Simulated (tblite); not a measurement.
# C11H14Si11: the cost of one run

Programs: tblite 0.8.0 and PySCF 2.14.0, with routines of our own; each step states its level. All values are computed. Atoms count from 0.

### Step 1. The starting structure

36 atoms, charge 0, multiplicity 1; geometry from: force field, distance geometry or constructed start.

### Step 2. Relaxing the molecule with GFN2-xTB

What the job is given:

```
{"job": {"kind": "relax", "xc": "GFN2-xTB", "basis": "xTB"}, "charge": 0, "multiplicity": 1}
C      7.755800     0.854300    -0.001600
Si     6.197500     1.753700    -0.006900
C      4.655800     0.853800     0.001000
Si     4.649900    -0.929500    -0.006200
C      6.199700    -1.830100     0.003400
Si     7.747600    -0.934400    -0.002600
C     -4.650500     0.857800    -0.003300
Si    -6.197300     1.753800     0.001500
C     -7.748200     0.854000    -0.000400
Si    -7.753700    -0.934700     0.001600
C     -6.202800    -1.830100    -0.002100
Si    -4.653100    -0.935900    -0.000000
C      1.546800     0.856800     0.005000
Si     0.002200     1.750500    -0.002700
C     -1.552400     0.861200     0.000200
Si    -1.552100    -0.933300     0.006300
C      0.000400    -1.827000     0.000900
Si     1.549100    -0.937300    -0.001000
Si     3.099800     1.752900     0.002500
C      3.103200    -1.828000     0.002700
Si    -3.102700     1.754900     0.001500
C     -3.101300    -1.827400    -0.000200
H      8.698300     1.405700     0.006600
H      6.196500     3.186800    -0.001500
H      6.201200    -2.916300     0.000900
H      8.991900    -1.654800     0.002500
H     -6.200000     3.193400    -0.000700
H     -8.695500     1.401700     0.001200
H     -8.997400    -1.653500    -0.002000
H     -6.199600    -2.918500     0.003400
H      0.003600     3.191700    -0.001100
H     -0.001900    -2.917600     0.000200
H      3.099400     3.191200    -0.001900
H      3.102500    -2.920200     0.003700
H     -3.099200     3.192900    -0.003300
H     -3.099900    -2.916700    -0.002900
```

On the command line:

```
$ OMP_NUM_THREADS=2 python large_run.py task.json out
```

One launch serves the whole session: the jobs run in the order shown.

**Question.** How long does this first job take on 2 threads of Arm Neoverse N1, shared host, and how much memory does it need?

About 4.6 s, with a peak of 0.17 GiB.
